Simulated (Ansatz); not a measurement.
# Ga2H6OSi: one species, many methods

The task here is to estimate one member of a computed series from the others.

The runs use Ansatz 0.2.0, Gaussian basis; functionals in def2-TZVPP, the program's frozen cores in correlated methods.

The runs, in order: LDA (SPW92), PBE-D4, revPBE-D4, BLYP-D4, r2SCAN-D4, B97M-V, PBE0-D4, B3LYP-D4, r2SCANh-D4, r2SCAN0-D4, HSE06-D4, BHLYP-D4, CAM-B3LYP-D4, LC-ωPBE, ωB97X-V, ωB97M-V, B2PLYP, PBE-QIDH; CCSD(T)/def2-SVP; CCSD(T)/def2-TZVPP; MP2/def2-QZVPP; extrapolation to the limit; RPA on PBE.

**The relaxed structure**

All runs share one geometry, relaxed beforehand with PBE0-D4 in a triple-zeta def2 set.

10 atoms, charge 0, spin multiplicity 1.

Atoms are counted from 1 here; the program's logs count them from 0.

Bond lengths: O1–Ga2 1.803 Å, O1–H5 0.960 Å, Ga2–Si3 2.431 Å, Ga2–Ga4 2.471 Å, Si3–H6 1.491 Å, Si3–H7 1.491 Å, Si3–H8 1.491 Å, Ga4–H9 1.576 Å, Ga4–H10 1.576 Å. Angles: Ga2–O1–H5 114.2°, O1–Ga2–Si3 115.6°, O1–Ga2–Ga4 111.3°, Si3–Ga2–Ga4 133.1°, Ga2–Si3–H6 110.5°, Ga2–Si3–H7 110.6°, Ga2–Si3–H8 112.5°, H6–Si3–H7 107.3°, H6–Si3–H8 107.9°, H7–Si3–H8 107.9°, Ga2–Ga4–H9 121.5°, Ga2–Ga4–H10 121.6°, H9–Ga4–H10 116.9°.

The first run:

File in.yaml:

```yaml
crystal:
  periodic: [false, false, false]
  atoms:
    - {symbol: O, position_ang: [-1.526127, 1.644266, 0.075618]}
    - {symbol: Ga, position_ang: [-0.462460, 0.188462, 0.048341]}
    - {symbol: Si, position_ang: [1.901335, 0.623274, -0.317472]}
    - {symbol: Ga, position_ang: [-1.764183, -1.881366, 0.402696]}
    - {symbol: H, position_ang: [-1.060718, 2.473102, -0.056283]}
    - {symbol: H, position_ang: [2.709804, 0.116357, 0.827959]}
    - {symbol: H, position_ang: [2.379360, -0.079604, -1.542335]}
    - {symbol: H, position_ang: [2.195714, 2.076027, -0.478667]}
    - {symbol: H, position_ang: [-1.991110, -2.475823, 1.844312]}
    - {symbol: H, position_ang: [-2.381614, -2.684695, -0.804170]}
basis:
  gaussian: {orbitals: def2-TZVPP}
hamiltonian: {xc: lda}
output: {orbitals: {seedname: orbitals}}
```

On the command line:

```console
$ ansatz run in.yaml --threads 4 --pin off --events-out ev --progress --plain --max-ram 10444MiB
```

Steps of the session up to this table: LDA; PBE-D4 (GGA); revPBE-D4 (GGA); BLYP-D4 (GGA); r2SCAN-D4 (meta-GGA); B97M-V (meta-GGA); PBE0-D4 (hybrid); B3LYP-D4 (hybrid); r2SCANh-D4 (hybrid); r2SCAN0-D4 (hybrid); HSE06-D4 (hybrid); BHLYP-D4 (hybrid); CAM-B3LYP-D4 (range-separated); LC-ωPBE (range-separated); ωB97X-V (range-separated); ωB97M-V (range-separated); B2PLYP (double hybrid); PBE-QIDH (double hybrid).

One of the session's tables, all rows but one given; the rest of the session is left out.

It belongs to the step «Frontier levels by functional». 

| functional | HOMO (eV) | LUMO (eV) | gap (eV) |
| --- | --- | --- | --- |
| LDA (SPW92) | -5.97 | -3.20 | 2.76 |
| PBE-D4 | -5.84 | -2.95 | 2.89 |
| revPBE-D4 | -5.79 | -2.83 | 2.97 |
| BLYP-D4 | -5.69 | -2.87 | 2.82 |
| r2SCAN-D4 | -6.07 | -2.73 | 3.34 |
| B97M-V | -6.16 | -2.94 | 3.23 |
| PBE0-D4 | -6.82 | -2.17 | 4.65 |
| B3LYP-D4 | ? | ? | ? |
| r2SCANh-D4 | -6.42 | -2.45 | 3.97 |
| r2SCAN0-D4 | -6.96 | -2.05 | 4.91 |
| HSE06-D4 | -6.44 | -2.53 | 3.90 |
| BHLYP-D4 | -7.67 | -1.41 | 6.26 |
| CAM-B3LYP-D4 | -7.98 | -1.25 | 6.73 |
| LC-ωPBE | -9.23 | -0.07 | 9.16 |
| ωB97X-V | -8.92 | -0.24 | 8.67 |
| ωB97M-V | -8.72 | -0.47 | 8.26 |

**Question.** Estimate the row for B3LYP-D4.

Worked estimate for «HOMO (eV)». Against the share of exact exchange, BLYP-D4 (0, -5.69), BHLYP-D4 (0.5, -7.67) give a slope of -3.96 per unit share; at 0.2 the line stands at -6.48.

**Answer.** HOMO (eV): -6.63; LUMO (eV): -2.41; gap (eV): 4.21. In «HOMO (eV)» the line misses by +0.15.
